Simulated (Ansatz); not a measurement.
# CH6AsNOSi: the cost of one run

Program: Ansatz 0.2.0. Level of theory: RKS PBE0-D4/def2-SVP. These are calculated values, not measurements.

## 1. The system as given

Bond lengths: N1–Si2 1.730 Å, Si2–As3 2.289 Å, Si2–C4 1.852 Å, C4–O5 1.288 Å, N1–H6 1.062 Å, N1–H7 1.065 Å, Si2–H8 1.430 Å, As3–H9 1.602 Å, As3–H10 1.554 Å, C4–H11 1.001 Å. Angles (14 of 15 angles, heavy atoms first): N1–Si2–As3 108.2°, N1–Si2–C4 110.7°, As3–Si2–C4 107.1°, Si2–C4–O5 116.4°, N1–Si2–H8 110.6°, As3–Si2–H8 108.5°, C4–Si2–H8 111.6°, Si2–N1–H6 111.4°, Si2–N1–H7 108.4°, Si2–As3–H9 94.1°, Si2–As3–H10 93.8°, Si2–C4–H11 123.1°, O5–C4–H11 120.4°, H6–N1–H7 102.5°.

Structure file:

```xyz
11

N    -1.0104    1.1336    0.3120
Si   -0.3115   -0.4483    0.2826
As    1.7330   -0.3451    1.3064
C    -0.0215   -1.0029   -1.4602
O    -1.0673   -1.1485   -2.1972
H    -0.4449    1.8177   -0.2714
H    -1.9392    1.1001   -0.2071
H    -1.1321   -1.3742    0.9995
H     1.1987    0.5198    2.5444
H     2.1754    0.9250    0.5281
H     0.8851   -1.2342   -1.8165
```

## 2. End point A

File input.yaml:

```yaml
crystal:
  periodic: [false, false, false]
  atoms:
    - { symbol: "N", position_ang: [-1.0104, 1.1336, 0.312] }
    - { symbol: Si, position_ang: [-0.3115, -0.4483, 0.2826] }
    - { symbol: As, position_ang: [1.733, -0.3451, 1.3064] }
    - { symbol: C, position_ang: [-0.0215, -1.0029, -1.4602] }
    - { symbol: O, position_ang: [-1.0673, -1.1485, -2.1972] }
    - { symbol: H, position_ang: [-0.4449, 1.8177, -0.2714] }
    - { symbol: H, position_ang: [-1.9392, 1.1001, -0.2071] }
    - { symbol: H, position_ang: [-1.1321, -1.3742, 0.9995] }
    - { symbol: H, position_ang: [1.1987, 0.5198, 2.5444] }
    - { symbol: H, position_ang: [2.1754, 0.925, 0.5281] }
    - { symbol: H, position_ang: [0.8851, -1.2342, -1.8165] }
basis:
  gaussian: { orbitals: def2-SVP }
hamiltonian:
  xc: pbe0
  dispersion: d4
relax:
  f_tol: 0.015
  max_steps: 40
output:
  orbitals: {}
```

The run is started by

```console
$ ansatz run input.yaml --threads 2 --pin off --max-ram 3072MiB --backend cpu --events-out ev --progress --plain --runs-dir out
```

Q: Estimate wall time and peak memory on 2 threads of AMD EPYC 9R45 (Zen 5), shared host.

About 50 s, with a peak of 0.34 GiB.
